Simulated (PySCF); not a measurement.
# [Lu(H2O)3]3+: other functionals and bases at one geometry

One table from this session's results is given with a row withheld; the runs are named, their logs left out.

The runs use PySCF 2.14.0; several levels, as the steps say, no spin–orbit coupling.

1 further run of the same task is left out (for a known fault of the program).

## The starting structure

10 atoms, charge 3, spin multiplicity 1.

Bond lengths: Lu1–O2 2.187 Å, Lu1–O5 2.187 Å, Lu1–O8 2.187 Å, O2–H3 0.990 Å, O2–H4 0.990 Å, O5–H6 0.990 Å, O5–H7 0.990 Å, O8–H9 0.990 Å, O8–H10 0.990 Å. Angles: O2–Lu1–O5 120.0°, O2–Lu1–O8 120.0°, O5–Lu1–O8 120.0°, Lu1–O2–H3 128.6°, Lu1–O2–H4 128.6°, H3–O2–H4 102.9°, Lu1–O5–H6 128.6°, Lu1–O5–H7 128.6°, H6–O5–H7 102.9°, Lu1–O8–H9 128.6°, Lu1–O8–H10 128.6°, H9–O8–H10 102.9°.

Geometry (Å):

```
Lu    0.0000    0.0000    0.0000
O     2.1871    0.0000    0.0000
H     2.8040   -0.7227    0.2766
H     2.8040    0.7227   -0.2766
O    -1.0936    1.8941    0.0000
H    -0.7761    2.7897    0.2766
H    -2.0278    2.0670   -0.2766
O    -1.0936   -1.8941    0.0000
H    -2.0279   -2.0670    0.2766
H    -0.7762   -2.7897   -0.2766
```

Formal oxidation states: Lu +3. Each metal's 14 4f electrons lie in its core potential, so multiplicities, spins and levels count the valence alone. An earlier session relaxed this geometry at PBE0, Lu lcecp-1-SVP with ECP60, O def2-SVP, H def2-SVP (singlet, point group D3).

At PBE0 on the finer grid: E = -267.762655 Eh, HOMO -25.68 eV, LUMO -17.36 eV, Mulliken charge on Lu1 +1.90 e, largest force component 0.007 eV/Å. 

Levels to run: CAM-B3LYP; TPSS; BLYP; B3LYP; PBE0, TZVP. Hardware: 2 threads of Intel Xeon at 2.80GHz (Skylake/Cascade Lake), shared host.

Set-up of the first run:

Contents of run.py (the lines that set the calculation):

```python
mol = gto.M(atom='''
Lu     0.00000     0.00000     0.00000
O      2.18712    -0.00001     0.00000
H      2.80400    -0.72269     0.27663
H      2.80400     0.72266    -0.27663
O     -1.09355     1.89411     0.00000
H     -0.77613     2.78968     0.27663
H     -2.02784     2.06701    -0.27663
O     -1.09357    -1.89409     0.00000
H     -2.02787    -2.06698     0.27663
H     -0.77616    -2.78967    -0.27663''',
    basis={'Lu': 'lcecp-1-SVP', 'O': 'def2-SVP', 'H': 'def2-SVP'},
    ecp={'Lu': 'lcecp-1-SVP'},
    charge=3, spin=0)
mf = dft.RKS(mol, xc='CAMB3LYP')
mf.grids.atom_grid = (75, 302)  # f atoms: unpruned, at least (60, 302)
mf = mf.density_fit()  # fitting sets: Lu AutoAux, O def2-universal-JKFIT, H def2-universal-JKFIT
mf.conv_tol = 1e-08; mf.max_cycle = 55
mf.kernel(dm0)  # dm0: the density of the relaxed state
```

Started as:

```bash
> OMP_NUM_THREADS=2 python run.py
```

Steps of the session up to this table: CAM-B3LYP; TPSS; BLYP; B3LYP; PBE0, TZVP.

One of the session's tables, all rows but one given; the rest of the session is left out.

| level | HOMO (eV) | gap (eV) | charge on Lu1 (e) | largest force component (eV/Å) |
| --- | --- | --- | --- | --- |
| PBE0 (relaxed here) | -25.68 | 8.32 | 1.90 | 0.01 |
| CAM-B3LYP | -27.18 | 10.69 | 1.87 | 0.14 |
| TPSS | -23.91 | 5.91 | 1.82 | 0.41 |
| BLYP | ? | ? | ? | ? |
| B3LYP | -25.35 | 7.56 | 1.85 | 0.16 |
| PBE0, TZVP | -25.67 | 8.36 | 2.15 | 0.32 |

**Question.** Estimate the row for BLYP.

The run gave: HOMO (eV): -23.70; gap (eV): 5.34; charge on Lu1 (e): 1.74; largest force component (eV/Å): 0.55. In the column «HOMO (eV)» it is the highest.

In one basis the HOMO–LUMO gap runs from 5.34 eV (BLYP) to 10.69 eV (CAM-B3LYP). The largest leftover force, 0.55 eV/Å with BLYP, stands at a geometry relaxed at another level. With 4f in the core, its levels are missing from HOMO and gap, and its count is fixed, so no charge can pass from the ligands into it. Total energies of different levels can't be compared.
